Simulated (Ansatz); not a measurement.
# ZrNH (triplet): from Hartree-Fock to the top rungs, def2-TZVPP

An exercise on one series of results from a longer session: the logs are not shown, and one member is left open.

Computed with Ansatz 0.2.0, Gaussian basis. Level: def2-TZVPP, core rule «outside noble gas», up to 5 orbitals frozen.

To be run: UHF; ROHF; CCSD(T) on UHF.

2 further runs of the same task are left out: 2 set aside as unsound or not needed.

### The system

The geometry is a PBE0/def2-TZVP stationary point (not a proven minimum). No spin-orbit coupling is included. Elements past krypton take def2 core potentials.

3 atoms, charge 0, spin multiplicity 3.

Atoms are counted from 1 here; the program's logs count them from 0.

Bond lengths: Zr1–N2 1.791 Å, N2–H3 1.011 Å. Angles: Zr1–N2–H3 180.0°.

The first run:

The input, in.yaml:

```yaml
crystal:
  periodic: [false, false, false]
  atoms:
    - {symbol: Zr, position_ang: [0.000000, 0.000000, 1.530732]}
    - {symbol: N, position_ang: [0.000000, 0.000000, -0.259859]}
    - {symbol: H, position_ang: [0.000000, 0.000000, -1.270873]}
basis:
  gaussian: {orbitals: def2-TZVPP}
magnetization: {spin_polarized: true, initial_magnetization: 2}
hamiltonian: {xc: hf}
output: {orbitals: {seedname: orbitals}}
```

Started as:

```bash
$ ansatz run in.yaml --threads 1 --pin off --events-out ev --progress --plain --max-ram 2816MiB --backend cpu
```

Among the steps run: UHF; ROHF; CCSD(T) on UHF.

One table of the session follows, with a row left open; its other results are not shown here.

It belongs to the step «Misses and costs». 

| method | from UCCSD(T) (kcal/mol) |
| --- | --- |
| ROHF | ? |
| UHF | +195.74 |
| UMP2 | +11.21 |
| UCCSD | +12.06 |
| UCCSD(T) | 0 |

Q: Estimate the row for ROHF from the others.

**Answer.** from UCCSD(T) (kcal/mol): +198.63. In the column «from UCCSD(T) (kcal/mol)» it is the highest.

With the free atoms at the same levels and basis (separate runs), the atomisation energy is 8.790 eV at UCCSD(T), 5.142 eV at ROHF.
